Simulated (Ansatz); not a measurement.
**C2H3BClN (SMILES CB(Cl)C#N): a relaxed scan of the dihedral angle H6–C1–B2–C4**

Aim: the energy along the dihedral angle H6–C1–B2–C4, from CCSD(T) and from cheaper methods, relative to the minimum. At each value the rest of the molecule is relaxed at PBE0-D4 with the four atoms held in place.

Method: single points in def2-TZVPP; program: Ansatz 0.2.0, Gaussian basis.

Levels: PBE-D4, r2SCAN-D4, PBE0-D4, B3LYP-D4, wB97M-V, Hartree-Fock, MP2, CCSD, CCSD(T). The scan takes -173.8, -160.5, -147.1, -133.8, -120.5, -107.1, -93.8, -80.5, -67.1°.

Cores are frozen in the correlated methods. B3LYP uses VWN-RPA correlation.

19 further runs of the same task are left out: 19 set aside as unsound or not needed.

### 1 Where the work starts

The minimum, relaxed at PBE0-D4: SMILES `CB(Cl)C#N`, 8 atoms, charge 0, spin multiplicity 1.

Atoms are counted from 1 here; the program's logs count them from 0.

Bond lengths: C1–B2 1.546 Å, C1–H6 1.089 Å, C1–H7 1.097 Å, C1–H8 1.096 Å, B2–Cl3 1.741 Å, B2–C4 1.540 Å, C4–N5 1.152 Å. Angles: B2–C1–H6 113.8°, B2–C1–H7 109.2°, B2–C1–H8 109.8°, H6–C1–H7 109.1°, H6–C1–H8 109.4°, H7–C1–H8 105.1°, C1–B2–Cl3 123.1°, C1–B2–C4 120.6°, Cl3–B2–C4 116.2°, B2–C4–N5 178.4°.

As a file:

```mol
C2H3BClN
  3D, bonds by distance, orders not assigned

  8  7  0  0  0  0  0  0  0  0999 V2000
   -0.4929   -0.6450    0.6607 C   0  0
    0.5893    0.0713   -0.1800 B   0  0
    2.2816   -0.3263   -0.0908 Cl  0  0
    0.2058    1.2010   -1.1543 C   0  0
   -0.1127    2.0414   -1.8749 N   0  0
   -0.1031   -1.4463    1.2866 H   0  0
   -1.0030    0.0901    1.2950 H   0  0
   -1.2728   -1.0433    0.0018 H   0  0
  1  2  8  0
  1  6  8  0
  1  7  8  0
  1  8  8  0
  2  3  8  0
  2  4  8  0
  4  5  8  0
M  END
```

Energies of the minimum (eV), from earlier single points: PBE-D4 -16804.17090, r2SCAN-D4 -16811.45122, PBE0-D4 -16805.46794, B3LYP-D4 -16815.70920, wB97M-V -16812.64351, CCSD(T) -16792.23122.

At the minimum the dihedral angle H6–C1–B2–C4 is 178.1°.

### 2 H6–C1–B2–C4 = -173.8°

relax/in.yaml reads:

```yaml
crystal:
  periodic: [false, false, false]
  atoms:
    - {symbol: C, position_ang: [-0.492909, -0.644980, 0.660749]}
    - {symbol: B, position_ang: [0.589330, 0.071251, -0.179966]}
    - {symbol: Cl, position_ang: [2.246656, -0.456465, -0.246575]}
    - {symbol: C, position_ang: [0.238127, 1.318925, -1.012244]}
    - {symbol: N, position_ang: [-0.055980, 2.249024, -1.624976]}
    - {symbol: H, position_ang: [-0.103076, -1.446288, 1.286570]}
    - {symbol: H, position_ang: [-1.003035, 0.090118, 1.294971]}
    - {symbol: H, position_ang: [-1.272776, -1.043334, 0.001785]}
basis:
  gaussian: {orbitals: def2-TZVP}
hamiltonian: {xc: pbe0, dispersion: d4}
relax: {f_tol: 0.005, max_steps: 200, constraints: [{sites: [5, 0, 1, 3]}]}
```

The command line of these runs was not kept.

Further steps of the session: H6–C1–B2–C4 = -160.5°; H6–C1–B2–C4 = -147.1°; H6–C1–B2–C4 = -133.8°; H6–C1–B2–C4 = -120.5°; H6–C1–B2–C4 = -107.1°; H6–C1–B2–C4 = -93.8°; H6–C1–B2–C4 = -80.5°; H6–C1–B2–C4 = -67.1°.

Before running it: what results should come out? Wanted: highest point, CCSD(T); lowest point, CCSD(T); RMS deviation from CCSD(T); largest T1 diagnostic.

**Answer**, as computed:

```
                  quantity                                                                                                          value
    highest point, CCSD(T)                                                                                         2.8 kJ/mol at -107.1 °
     lowest point, CCSD(T)                                                                                          0.0 kJ/mol at 178.1 °
RMS deviation from CCSD(T)  PBE-D4 0.1, r2SCAN-D4 0.2, PBE0-D4 0.1, B3LYP-D4 0.2, wB97M-V 0.1, Hartree-Fock 0.3, MP2 0.1, CCSD 0.0 kJ/mol
     largest T1 diagnostic                                                                                                          0.013
```

What this shows: Over the points sampled the torsion costs at most 2.8 kJ/mol, so the group turns almost freely at room temperature. Best along the scan: CCSD. Worst: Hartree-Fock.
